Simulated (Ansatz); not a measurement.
# Cl2FGeHS: a spread of methods and bases

How do the results and run time of Cl2FGeHS respond when the settings are drawn wide?

Program: Ansatz 0.2.0, Gaussian basis. Level of theory: the settings change from run to run. These are calculated values, not measurements.

## Step 1: The relaxed structure

The geometry comes from an earlier relaxation with PBE0-D4 in a triple-zeta def2 set; it is a stationary point.

SMILES `[F][Ge]([SH])([Cl])[Cl]`, 6 atoms, charge 0, spin multiplicity 1.

Atoms are counted from 1 here; the program's logs count them from 0.

Bond lengths: F1–Ge2 1.720 Å, Ge2–S3 2.181 Å, Ge2–Cl4 2.115 Å, Ge2–Cl5 2.121 Å, S3–H6 1.346 Å. Angles: F1–Ge2–S3 111.1°, F1–Ge2–Cl4 107.1°, F1–Ge2–Cl5 104.8°, S3–Ge2–Cl4 109.1°, S3–Ge2–Cl5 113.6°, Cl4–Ge2–Cl5 110.9°, Ge2–S3–H6 92.1°.

Geometry (Å):

```xyz
6
charge 0, multiplicity 1
F     1.02694   -1.40703   -0.69117
Ge   -0.14808   -0.19561   -0.35992
S    -0.24445    0.24003    1.77485
Cl   -2.01649   -0.95296   -0.99768
Cl    0.43888    1.46529   -1.54054
H     0.98530    0.78629    1.76845
```

## Step 2: CCSD(T)/6-31G

Set apart from the defaults: atoms shaken by 0.08 Å, a grid of angular degree 23, finite nuclei, correlated electrons set to all.

Contents of in.yaml:

```yaml
crystal:
  periodic: [false, false, false]
  atoms:
    - {symbol: F, position_ang: [1.068473, -1.418735, -0.857333]}
    - {symbol: Ge, position_ang: [-0.066824, -0.212706, -0.399834]}
    - {symbol: S, position_ang: [-0.243175, 0.192987, 1.775344]}
    - {symbol: Cl, position_ang: [-2.066317, -0.919475, -0.913090]}
    - {symbol: Cl, position_ang: [0.487811, 1.463998, -1.483457]}
    - {symbol: H, position_ang: [1.085257, 0.835921, 1.659738]}
basis:
  gaussian: {orbitals: 6-31G, final_grid: {core_spheres: 8, valence_spheres: 7, degree: 23}, nuclear_model: gaussian}
hamiltonian: {xc: {name: HF}}
correlation: {method: ccsd_t, electrons: all}
```

The run is started by

```console
ansatz run in.yaml --threads 4 --pin off --events-out ev --progress --plain --max-ram 10444MiB
```

The log of the run:

```text
Functional definition: HF
  name "HF"
  cite "Fock, Z. Phys. 61, 126 (1930) doi:10.1007/BF01340294"
  parent pbe
  exchange = exact_x
  correlation = 0
786 factors; integrals over basis functions are off by at most 3.2e-4 eV
mean field evaluation 1: about -95006.5419 eV, gradient 3.1e1 eV
mean field evaluation 2: about -95006.6091 eV, gradient 3.1e1 eV
mean field evaluation 4: about -95009.3998 eV, gradient 2.2e0 eV
mean field evaluation 8: about -95009.4259 eV, gradient 3.9e-4 eV
mean field evaluation 16: about -95009.3008 eV, gradient 2.1e0 eV
mean field -95009.42589403 eV, -3491.5320019038 hartree, gradient 9.5e-7 eV, S^2 0.000000; 0 other end points of the search recorded, 0 dependent functions left out
reference -95009.42589403 eV, -3491.5320019038 hartree; 46, 46 occupied and 33, 33 virtual orbitals, 786 factors
second order -14.64632118 eV of doubles, -0.00000000 eV of singles
cycle   1  -14.08256429 eV  change    5.6e-1 eV  update   1.0e-1
cycle   2  -14.55635384 eV  change   -4.7e-1 eV  update   3.2e-2
cycle   3  -14.63560439 eV  change   -7.9e-2 eV  update   1.6e-2
cycle   4  -14.62774393 eV  change    7.9e-3 eV  update   3.5e-3
cycle   5  -14.62889581 eV  change   -1.2e-3 eV  update   1.2e-3
cycle   6  -14.62920184 eV  change   -3.1e-4 eV  update   3.3e-4
cycle   7  -14.62879658 eV  change    4.1e-4 eV  update   1.1e-4
cycle   8  -14.62874242 eV  change    5.4e-5 eV  update   3.3e-5
perturbative correction -0.29047671 eV, -0.0106748223 hartree
Total energy: -95024.34511316 eV, -3492.0802730942 hartree
```

It took 9 s on 4 threads of Arm Neoverse V1, shared host; peak memory 0.45 GiB.

T1 0.008.

## Step 3: BCCD(T)/STO-3G

Contents of in.yaml:

```yaml
crystal:
  periodic: [false, false, false]
  atoms:
    - {symbol: F, position_ang: [1.026940, -1.407026, -0.691166]}
    - {symbol: Ge, position_ang: [-0.148082, -0.195614, -0.359919]}
    - {symbol: S, position_ang: [-0.244450, 0.240028, 1.774850]}
    - {symbol: Cl, position_ang: [-2.016494, -0.952959, -0.997676]}
    - {symbol: Cl, position_ang: [0.438884, 1.465286, -1.540541]}
    - {symbol: H, position_ang: [0.985302, 0.786285, 1.768452]}
basis:
  gaussian: {orbitals: STO-3G}
hamiltonian: {xc: {name: HF}}
correlation: {method: bccd_t}
```

Same command.

The log of the run, cut to the lines that bear on the results:

```text
Functional definition: HF
  name "HF"
  cite "Fock, Z. Phys. 61, 126 (1930) doi:10.1007/BF01340294"
  parent pbe
[...]
563 factors; integrals over basis functions are off by at most 2.4e-5 eV
[...]
mean field -93957.40528202 eV, -3452.8709574975 hartree, gradient 1.6e-6 eV, S^2 0.000000; 0 other end points of the search recorded, 0 dependent functions left out
25 core orbitals not correlated: weight in the atoms' cores, before any rotation towards them, 1.000 or more for the frozen orbitals, at most 0.000 for the correlated occupied ones
reference -93957.40528202 eV, -3452.8709574975 hartree; 21, 21 occupied and 5, 5 virtual orbitals, 563 factors
second order -2.13053737 eV of doubles, -0.00000000 eV of singles
cycle   1  -2.47666017 eV  change   -3.5e-1 eV  update   7.5e-2
[...]
cycle   9  -2.69542722 eV  change   -1.3e-6 eV  update   7.8e-6
perturbative correction -0.12782200 eV, -0.0046973717 hartree
Total energy: -93960.22853123 eV, -3452.9747099924 hartree
```

It took 0.5 s on 4 threads of Arm Neoverse V1, shared host.

## Step 4: BHLYP/def2-TZVPD

This run has a grid of angular degree 11, D4 dispersion.

Edit in.yaml of step 3 so:

```diff
@@ -10,4 +10,3 @@
 basis:
-  gaussian: {orbitals: STO-3G}
-hamiltonian: {xc: {name: HF}}
-correlation: {method: bccd_t}
+  gaussian: {orbitals: def2-TZVPD, final_grid: {core_spheres: 5, valence_spheres: 4, degree: 11}}
+hamiltonian: {xc: {name: BHLYP}, dispersion: d4}
```

Launched as before.

The log of the run:

```text
Functional definition: BHLYP
  name "BHLYP"
  cite "Becke, J. Chem. Phys. 98, 1372 (1993) doi:10.1063/1.464304"
  cite "Becke, Phys. Rev. A 38, 3098 (1988) doi:10.1103/PhysRevA.38.3098"
  cite "Lee, Yang & Parr, Phys. Rev. B 37, 785 (1988) doi:10.1103/PhysRevB.37.785"
  parameter a = 0.5
  exchange = (1 - a)*b88_x + a*exact_x
  correlation = lyp_c
1731 factors; their error is unknown
mean field evaluation 1: about -95134.0472 eV, gradient 4.0e1 eV
mean field evaluation 2: about -95132.8218 eV, gradient 5.3e1 eV
mean field evaluation 4: about -95136.5926 eV, gradient 1.5e0 eV
mean field evaluation 8: about -95136.5983 eV, gradient 6.0e-2 eV
mean field evaluation 16: about -95137.2580 eV, gradient 1.0e-4 eV
mean field -95137.25798369 eV, -3496.2297445509 hartree, gradient 3.6e-5 eV, S^2 0.000000; 0 other end points of the search recorded, 0 dependent functions left out
reference -95137.25819996 eV, -3496.2297524987 hartree; 46, 46 occupied and 195, 195 virtual orbitals, 1731 factors
Total energy: -95137.59678168 eV, -3496.2421951476 hartree
```

It took 5.5 s on 4 threads of Arm Neoverse V1, shared host; peak memory 0.78 GiB.

## Step 5: PBE-QIDH/cc-pVTZ-DK

Edit in.yaml of step 4 so:

```diff
@@ -10,3 +10,3 @@
 basis:
-  gaussian: {orbitals: def2-TZVPD, final_grid: {core_spheres: 5, valence_spheres: 4, degree: 11}}
-hamiltonian: {xc: {name: BHLYP}, dispersion: d4}
+  gaussian: {orbitals: cc-pVTZ-DK}
+hamiltonian: {xc: {name: PBE-QIDH}}
```

Same command.

The log of the run, cut to the lines that bear on the results:

```text
Functional definition: PBE-QIDH
  name "PBE-QIDH"
  cite "Brémond, Sancho-García, Pérez-Jiménez & Adamo, J. Chem. Phys. 141, 031101 (2014) doi:10.1063/1.4890314"
  cite "Perdew, Burke & Ernzerhof, Phys. Rev. Lett. 77, 3865 (1996) doi:10.1103/PhysRevLett.77.3865"
[...]
1154 factors; integrals over basis functions are off by at most 9.3e-4 eV
[...]
mean field -95791.79253080 eV, -3520.2834454977 hartree, gradient 9.6e-6 eV, S^2 0.000000; 0 other end points of the search recorded, 0 dependent functions left out
25 core orbitals not correlated: weight in the atoms' cores, before any rotation towards them, 1.000 or more for the frozen orbitals, at most 0.000 for the correlated occupied ones
reference -95791.79254216 eV, -3520.2834459153 hartree; 21, 21 occupied and 143, 143 virtual orbitals, 1154 factors
second order -30.41225090 eV of doubles, -0.00000000 eV of singles
Total energy: -95801.92995912 eV, -3520.6559891174 hartree
Relativity: scalar
```

It took 6 s on 4 threads of Arm Neoverse V1, shared host; peak memory 0.49 GiB.

## Step 6: PBE0/def2-TZVPP

This run has multiplicity 3, D3(BJ) with three-body dispersion.

Edit in.yaml of step 5 so:

```diff
@@ -10,3 +10,5 @@
 basis:
-  gaussian: {orbitals: cc-pVTZ-DK}
-hamiltonian: {xc: {name: PBE-QIDH}}
+  gaussian: {orbitals: def2-TZVPP}
+magnetization: {spin_polarized: true, initial_magnetization: 2}
+hamiltonian: {xc: {name: PBE0}, dispersion: d3bjatm}
+output: {forces: true}
```

The command is unchanged.

The log of the run, cut to the lines that bear on the results:

```text
Functional definition: PBE0
  name "PBE0"
  cite "Adamo & Barone, J. Chem. Phys. 110, 6158 (1999) doi:10.1063/1.478522"
  cite "Perdew, Burke & Ernzerhof, Phys. Rev. Lett. 77, 3865 (1996) doi:10.1103/PhysRevLett.77.3865"
  parent pbe
[...]
1581 factors; their error is unknown
[...]
mean field -95112.12543887 eV, -3495.3061405645 hartree, gradient 5.1e-5 eV, S^2 2.008058; 6 other end points of the search recorded, 0 dependent functions left out
[...]
reference -95112.12546694 eV, -3495.3061415959 hartree; 47, 45 occupied and 172, 174 virtual orbitals, 1581 factors
Total energy: -95112.31547362 eV, -3495.3131242127 hartree
Atom 0 at     1.026940    -1.407026    -0.691166 Å, force     0.909997    -1.142081    -0.168684 eV/Å
Atom 1 at    -0.148082    -0.195614    -0.359919 Å, force     0.341092    -0.814212    -3.602837 eV/Å
Atom 2 at    -0.244450     0.240028     1.774850 Å, force    -0.773629     0.784681     5.732982 eV/Å
Atom 3 at    -2.016494    -0.952959    -0.997676 Å, force    -1.362548    -0.655906    -0.308969 eV/Å
Atom 4 at     0.438884     1.465286    -1.540541 Å, force     0.650097     1.786544    -1.271859 eV/Å
Atom 5 at     0.985302     0.786285     1.768452 Å, force     0.234991     0.040974    -0.380633 eV/Å
Dipole moment:     0.102908     0.255155     0.887357 e Å
```

Run time: 21 s. Hardware: 4 threads of Arm Neoverse V1, shared host; peak memory 1.1 GiB.

Largest force 5.838 eV/Å, dipole 4.46 D, ⟨S²⟩ 2.008.

## Step 7: B3LYP5/def2-mTZVPP

Set apart from the defaults: density fitting with cc-pVTZ-jkfit, the search for lower states set to full.

Edit in.yaml of step 6 so:

```diff
@@ -10,5 +10,4 @@
 basis:
-  gaussian: {orbitals: def2-TZVPP}
-magnetization: {spin_polarized: true, initial_magnetization: 2}
-hamiltonian: {xc: {name: PBE0}, dispersion: d3bjatm}
-output: {forces: true}
+  gaussian: {orbitals: def2-mTZVPP, fitting: {mean_field: cc-pVTZ-jkfit}}
+hamiltonian: {xc: {name: B3LYP5}}
+scf: {lower_state_search: full}
```

The command is unchanged.

The log of the run, cut to the lines that bear on the results:

```text
Functional definition: B3LYP5
  name "B3LYP5"
  cite "Stephens, Devlin, Chabalowski & Frisch, J. Phys. Chem. 98, 11623 (1994) doi:10.1021/j100096a001"
  cite "Becke, Phys. Rev. A 38, 3098 (1988) doi:10.1103/PhysRevA.38.3098"
  cite "Lee, Yang & Parr, Phys. Rev. B 37, 785 (1988) doi:10.1103/PhysRevB.37.785"
  cite "Vosko, Wilk & Nusair, Can. J. Phys. 58, 1200 (1980) doi:10.1139/p80-159"
[...]
679 factors; integrals over basis functions are off by at most 2.2e-1 eV
[...]
mean field -95130.82179051 eV, -3495.9932188143 hartree, gradient 3.3e-5 eV, S^2 0.000000; 0 other end points of the search recorded, 0 dependent functions left out
reference -95130.82204338 eV, -3495.9932281071 hartree; 46, 46 occupied and 100, 100 virtual orbitals, 679 factors
Total energy: -95130.82204338 eV, -3495.9932281071 hartree
```

Run time: 1.7 s. Hardware: 4 threads of Arm Neoverse V1, shared host; peak memory 0.28 GiB.

## Step 8: SPW92/def2-SVP

Options: relativity set to scalar.

Edit in.yaml of step 7 so:

```diff
@@ -10,4 +10,4 @@
 basis:
-  gaussian: {orbitals: def2-mTZVPP, fitting: {mean_field: cc-pVTZ-jkfit}}
-hamiltonian: {xc: {name: B3LYP5}}
-scf: {lower_state_search: full}
+  gaussian: {orbitals: def2-SVP}
+hamiltonian: {xc: {name: SPW92}, pseudopotentials: {relativity: scalar}}
+output: {forces: true}
```

Launched as before.

The log of the run, cut to the lines that bear on the results:

```text
Functional definition: SPW92
  name "SPW92"
  cite "Dirac, Proc. Camb. Phil. Soc. 26, 376 (1930) doi:10.1017/S0305004100016108"
  cite "Slater, Phys. Rev. 81, 385 (1951) doi:10.1103/PhysRev.81.385"
  cite "Perdew & Wang, Phys. Rev. B 45, 13244 (1992) doi:10.1103/PhysRevB.45.13244"
[...]
1152 factors; their error is unknown
[...]
mean field -95456.50071317 eV, -3507.9616984689 hartree, gradient 5.4e-5 eV, S^2 0.000000; 0 other end points of the search recorded, 0 dependent functions left out
[...]
reference -95456.50073991 eV, -3507.9616994516 hartree; 46, 46 occupied and 59, 59 virtual orbitals, 1152 factors
Total energy: -95456.50073991 eV, -3507.9616994516 hartree
Relativity: scalar
Atom 0 at     1.026940    -1.407026    -0.691166 Å, force     0.006132    -0.004716    -0.003145 eV/Å
Atom 1 at    -0.148082    -0.195614    -0.359919 Å, force     0.002490     0.031096     0.090275 eV/Å
Atom 2 at    -0.244450     0.240028     1.774850 Å, force    -0.558159    -0.265435    -0.072235 eV/Å
Atom 3 at    -2.016494    -0.952959    -0.997676 Å, force     0.032950     0.021777     0.029892 eV/Å
Atom 4 at     0.438884     1.465286    -1.540541 Å, force    -0.001596    -0.009152     0.011839 eV/Å
Atom 5 at     0.985302     0.786285     1.768452 Å, force     0.518183     0.226431    -0.056626 eV/Å
Dipole moment:     0.064977     0.242307     0.267872 e Å
```

Wall time 0.85 s (4 threads of Arm Neoverse V1, shared host).

Largest force 0.622 eV/Å, dipole 1.76 D.

## Step 9: B97/cc-pVTZ-DK

Options: multiplicity 3, finite nuclei, the search for lower states set to full.

Edit in.yaml of step 8 so:

```diff
@@ -10,4 +10,6 @@
 basis:
-  gaussian: {orbitals: def2-SVP}
-hamiltonian: {xc: {name: SPW92}, pseudopotentials: {relativity: scalar}}
+  gaussian: {orbitals: cc-pVTZ-DK, nuclear_model: gaussian}
+magnetization: {spin_polarized: true, initial_magnetization: 2}
+hamiltonian: {xc: {name: B97}}
+scf: {lower_state_search: full}
 output: {forces: true}
```

The command is unchanged.

The log of the run, cut to the lines that bear on the results:

```text
Functional definition: B97
  name "B97"
  cite "Becke, J. Chem. Phys. 107, 8554 (1997) doi:10.1063/1.475007"
[...]
      + integral(e_c_pw_opposite_spin*poly(b97_u_opposite, cos0, cos1, cos2))
1490 factors; their error is unknown
[...]
mean field -95827.81694736 eV, -3521.6073183882 hartree, gradient 3.0e-5 eV, S^2 2.006126; 19 other end points of the search recorded, 0 dependent functions left out
[...]
reference -95827.81697196 eV, -3521.6073192923 hartree; 47, 45 occupied and 142, 144 virtual orbitals, 1490 factors
Total energy: -95827.81697196 eV, -3521.6073192923 hartree
Relativity: scalar
Atom 0 at     1.026940    -1.407026    -0.691166 Å, force     1.247294    -1.435192    -0.231305 eV/Å
Atom 1 at    -0.148082    -0.195614    -0.359919 Å, force     0.273275    -1.015071    -3.143506 eV/Å
Atom 2 at    -0.244450     0.240028     1.774850 Å, force    -0.650539     0.914846     5.720949 eV/Å
Atom 3 at    -2.016494    -0.952959    -0.997676 Å, force    -1.965840    -0.895491    -0.519890 eV/Å
Atom 4 at     0.438884     1.465286    -1.540541 Å, force     0.855746     2.383332    -1.599553 eV/Å
Atom 5 at     0.985302     0.786285     1.768452 Å, force     0.240064     0.047576    -0.226694 eV/Å
Dipole moment:     0.131011     0.286254     0.880691 e Å
```

Wall time 2.2 min (4 threads of Arm Neoverse V1, shared host); peak memory 1.5 GiB.

Largest force 5.830 eV/Å, dipole 4.49 D, ⟨S²⟩ 2.006.

## Step 10: SPW92/6-31G*

Options: relativity set to scalar.

Edit in.yaml of step 9 so:

```diff
@@ -10,6 +10,4 @@
 basis:
-  gaussian: {orbitals: cc-pVTZ-DK, nuclear_model: gaussian}
-magnetization: {spin_polarized: true, initial_magnetization: 2}
-hamiltonian: {xc: {name: B97}}
-scf: {lower_state_search: full}
+  gaussian: {orbitals: "6-31G*"}
+hamiltonian: {xc: {name: SPW92}, pseudopotentials: {relativity: scalar}}
 output: {forces: true}
```

The command is unchanged.

The log of the run, cut to the lines that bear on the results:

```text
Functional definition: SPW92
  name "SPW92"
  cite "Dirac, Proc. Camb. Phil. Soc. 26, 376 (1930) doi:10.1017/S0305004100016108"
  cite "Slater, Phys. Rev. 81, 385 (1951) doi:10.1103/PhysRev.81.385"
  cite "Perdew & Wang, Phys. Rev. B 45, 13244 (1992) doi:10.1103/PhysRevB.45.13244"
[...]
1195 factors; their error is unknown
[...]
mean field -95473.75204645 eV, -3508.5956732735 hartree, gradient 2.7e-5 eV, S^2 0.000000; 0 other end points of the search recorded, 0 dependent functions left out
[...]
reference -95473.75208204 eV, -3508.5956745816 hartree; 46, 46 occupied and 63, 63 virtual orbitals, 1195 factors
Total energy: -95473.75208204 eV, -3508.5956745816 hartree
Relativity: scalar
Atom 0 at     1.026940    -1.407026    -0.691166 Å, force    -0.034612     0.038829     0.008207 eV/Å
Atom 1 at    -0.148082    -0.195614    -0.359919 Å, force     0.106288    -0.113719     0.111324 eV/Å
Atom 2 at    -0.244450     0.240028     1.774850 Å, force    -0.505136    -0.213807    -0.022983 eV/Å
Atom 3 at    -2.016494    -0.952959    -0.997676 Å, force    -0.045720     0.004620    -0.005099 eV/Å
Atom 4 at     0.438884     1.465286    -1.540541 Å, force     0.011350     0.082090    -0.049142 eV/Å
Atom 5 at     0.985302     0.786285     1.768452 Å, force     0.467830     0.201986    -0.042308 eV/Å
Dipole moment:     0.107962     0.218456     0.278369 e Å
```

Run time: 1.1 s. Hardware: 4 threads of Arm Neoverse V1, shared host.

Largest force 0.549 eV/Å, dipole 1.78 D.

## Step 11: The runs in one table

```
              level  charge  multiplicity  geometry  functions  energy (eV)     time
      CCSD(T)/6-31G       0             1    shaken         79   -95024.345      9 s
     BCCD(T)/STO-3G       0             1   relaxed         51   -93960.229    0.5 s
   BHLYP/def2-TZVPD       0             1   relaxed        241   -95137.597    5.5 s
PBE-QIDH/cc-pVTZ-DK       0             1   relaxed        189   -95801.930      6 s
    PBE0/def2-TZVPP       0             3   relaxed        219   -95112.315     21 s
 B3LYP5/def2-mTZVPP       0             1   relaxed        146   -95130.822    1.7 s
     SPW92/def2-SVP       0             1   relaxed        105   -95456.501   0.85 s
     B97/cc-pVTZ-DK       0             3   relaxed        189   -95827.817  2.2 min
       SPW92/6-31G*       0             1   relaxed        109   -95473.752    1.1 s
```

## Step 12: Outcome

| quantity | value |
| --- | --- |
| runs | 9 |
| quickest | BCCD(T)/STO-3G, 0.5 s |
| slowest | B97/cc-pVTZ-DK, 2.2 min |
| spread of total energies, same state and geometry | 1841.7 eV |
| dipole, same state and geometry | 1.76 to 1.78 D |

What this shows: B97/cc-pVTZ-DK took 265 times as long as BCCD(T)/STO-3G. The jobs differ in tasks and options as well as level. Total energies at one charge and spin differ by 1842 eV between levels, so only differences within one level mean anything. Some of these runs are scalar-relativistic and others not, which shifts the totals of all-electron atoms past neon by eV; core potentials, where a basis has them, take the core out of the total altogether. At the PBE0-D4/def2-TZVP geometry and in the same state, runs without warnings or point charges leave forces up to 0.62 eV/Å (SPW92/def2-SVP).
